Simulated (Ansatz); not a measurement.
# ZrRh3: the cost of one run

Program: Ansatz 0.2.0. Level of theory: DFT LDA, scalar-relativistic, plane waves, PAW. These are calculated values, not measurements.

1 further run of the same task is left out (set aside as unsound or not needed).

### 1 The starting structure

Symmetry: Pm-3m, No. 221, cubic system. Conventional cell: a = 3.879 Å, b = 3.879 Å, c = 3.879 Å, α = 90.00°, β = 90.00°, γ = 90.00°. Around Zr (site symmetry m-3m) lie 12 Rh at 2.74 Å. Rh (site symmetry 4/mmm) is surrounded by 4 Zr at 2.74 Å and 8 Rh at 2.74 Å.

Coordinates:

```
Zr Rh
1.0
     3.87871    0.00000    0.00000
     0.00000    3.87871    0.00000
     0.00000    0.00000    3.87871
Zr Rh
1 3
Direct
  0.00000 0.00000 0.00000
  0.00000 0.50000 0.50000
  0.50000 0.00000 0.50000
  0.50000 0.50000 0.00000
```

This cell was relaxed beforehand with the same method: volume 14.59 Å³/atom, gap on the mesh none (metal).

### 2 Phonons at Γ, at rest

input.yaml

```yaml
crystal:
  lattice:
    - [3.8787116217, 0.0, 0.0]
    - [0.0, 3.8787116217, 0.0]
    - [0.0, 0.0, 3.8787116217]
  atoms:
    - { symbol: Zr, position: [0.0, 0.0, 0.0] }
    - { symbol: Rh, position: [0.0, 0.5, 0.5] }
    - { symbol: Rh, position: [0.5, 0.0, 0.5] }
    - { symbol: Rh, position: [0.5, 0.5, 0.0] }
basis:
  ecutwfc: 420
kpoints:
  mp_grid: { grid: [12, 12, 12] }
hamiltonian:
  xc: lda
scf:
  occupations: { method: fermi_dirac, width: 0.15 }
output:
  eigenvalues: true
phonons:
  method: dfpt
  eigenvectors: true
```

Started as:

```sh
$ ansatz run input.yaml --threads 1 --pin off --max-ram 3072MiB --backend cpu --events-out ev --progress --plain --runs-dir out
```

What time and memory should one allow on 1 thread of Intel Xeon Platinum 8488C (Sapphire Rapids), shared host?

About 3.1 min, with a peak of 2.3 GiB.
